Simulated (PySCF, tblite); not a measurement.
# C3H10B2Cl2N2: geometry, infrared bands and NMR shifts

Wanted: the infrared bands and NMR shifts of C3H10B2Cl2N2 (`C=CCN[B@@H-]([NH3+])B(Cl)Cl`), by calculation.

The runs use tblite 0.8.0 and PySCF 2.14.0, with density-fitted response routines of our own; the level of theory stands in each step. All values are computed, except where a source is named. Atoms count from 0, in the outputs and in this text.

### 1 The starting structure

19 atoms, charge 0, multiplicity 1; geometry from: force field or distance geometry start.

Bonds of the start (Å): C0–C1 1.33, C1–C2 1.49, C2–N3 1.48, N3–B4 1.55, B4–N5 1.54, B4–B6 1.69, B6–Cl7 1.84, B6–Cl8 1.85, C0–H9 1.08, C0–H10 1.09, C1–H11 1.10, C2–H12 1.12, C2–H13 1.12, N3–H14 1.06, B4–H15 1.19, N5–H16 1.04, N5–H17 1.05, N5–H18 1.05.

### 2 Geometry optimisation with GFN2-xTB

What the job is given:

```
{"job": {"kind": "relax", "xc": "GFN2-xTB", "basis": "xTB"}, "charge": 0, "multiplicity": 1}
C      2.945300     0.831600    -0.199100
C      2.396900     0.017400     0.699500
C      1.100900    -0.682100     0.466700
N      0.012200     0.320600     0.357200
B     -1.327900    -0.342800    -0.054100
N     -2.516400     0.526000     0.405300
B     -1.363100    -0.493900    -1.739000
Cl    -1.157900     0.993100    -2.805000
Cl    -1.494800    -2.170600    -2.500700
H      3.884100     1.315600     0.004000
H      2.428600     1.028600    -1.141200
H      2.929000    -0.174700     1.640200
H      0.888500    -1.381000     1.313200
H      1.181500    -1.268100    -0.480600
H     -0.120000     0.741600     1.318000
H     -1.438400    -1.425700     0.438900
H     -3.410100     0.131000     0.058400
H     -2.543100     0.533200     1.452500
H     -2.405200     1.509400     0.064100
```

Run with:

```sh
> OMP_NUM_THREADS=1 python probes_run.py task.json out
```

The driver reads the jobs from task.json and runs them one after another.

**Question.** This job is followed by: GFN2-xTB harmonic vibrations, gas phase; GIAO PBE0/pcSseg-1 NMR shielding, non-relativistic, gas phase. What will the session give for the following? strongest single infrared mode (GFN2-xTB); zero-point energy (GFN2-xTB); 13C shifts against TMS (PBE0/pcSseg-1); 1H shifts against TMS (PBE0/pcSseg-1, means over atoms taken as alike); 15N shifts against NH3 (PBE0/pcSseg-1); 11B shifts against BF3·OEt2 (PBE0/pcSseg-1); 35Cl shifts against HCl (PBE0/pcSseg-1, means over atoms taken as alike).

**Answer**, as computed:

| quantity | value |
| --- | --- |
| strongest single infrared mode (GFN2-xTB) | 1172 cm⁻¹, 220 km/mol |
| zero-point energy (GFN2-xTB) | 88.9 kcal/mol |
| 13C shifts against TMS (PBE0/pcSseg-1) | 161.7, 119.3, 58.8 ppm |
| 1H shifts against TMS (PBE0/pcSseg-1, means over atoms taken as alike) | 6.52, 5.41, 5.09, 3.82, 3.45, 3.25, 3.22, 0.74 ppm |
| 15N shifts against NH3 (PBE0/pcSseg-1) | 57.7, 52.8 ppm |
| 11B shifts against BF3·OEt2 (PBE0/pcSseg-1) | 80.8, -5.0 ppm |
| 35Cl shifts against HCl (PBE0/pcSseg-1, means over atoms taken as alike) | 324 ppm |

In words: Over 234 steps the energy fell by 1.181 eV; of the close pairs, B4–N5 changed most, 1.542 to 1.789 Å. No mode is imaginary among the 51: a minimum at this level. The strongest single mode, at 1172 cm⁻¹, is spread over several atoms, H18, H16, H17, N5 among them. GFN2-xTB is a fitted tight-binding method: band positions and strengths are rough. Its intensities can rank the bands wrongly. C1 (alkene CH) lies farthest downfield among carbon, at 161.7 ppm; the olefinic region. The most deshielded hydrogen is H11 (hydrogen on an alkene CH), at 6.52 ppm: attached to an sp2 carbon and in the plane of the double bond. At PBE0/pcSseg-1: The widest tensor belongs to Cl7, Cl8: span 637 ppm, with a paramagnetic part of -523 ppm.
